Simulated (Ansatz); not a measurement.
The system is Cd3Se.

```
CELL_PARAMETERS angstrom
-2.04095 2.04095 6.08708
2.04095 -2.04095 6.08708
2.04095 2.04095 -6.08708
ATOMIC_POSITIONS crystal
Cd 0.50000 0.50000 0.00000
Cd 0.25000 0.75000 0.50000
Cd 0.75000 0.25000 0.50000
Se 0.00000 0.00000 0.00000
```

The cell comes from a database or a generator and needn't be the stable form of this composition.

Base run:

```yaml
Program: Ansatz 0.2.0
Functional: PBEsol
Potentials_or_basis: all-electron LAPW, scalar-relativistic
Cutoff: 241 eV
Density_cutoff: 964 eV
Basis_error_allowed: 0.001 eV/atom
k_mesh: 9 × 9 × 9
Occupations: fermi-dirac, width 0.05 eV
Spin: no spin polarisation
```

Its results: pressure -3.7 GPa.

Task: After a change of settings the same cell gave: pressure -2.3 GPa. Which change was it?
A. potentials or basis from all-electron LAPW, scalar-relativistic to all-electron LAPW, inner shells corrected to Dirac's equation; basis error allowed from 0.001 eV/atom to 0.002 eV/atom
B. potentials or basis from all-electron LAPW, scalar-relativistic to all-electron LAPW, non-relativistic; basis error allowed from 0.001 eV/atom to 0.002 eV/atom
C. functional from PBEsol to PBE; basis error allowed from 0.001 eV/atom to 0.002 eV/atom
D. basis error allowed from 0.001 eV/atom to 0.002 eV/atom

Result: B.

Caveats: relativity is left out, which matters for the heavier elements (some runs).

Not every run made on this cell is shown here.
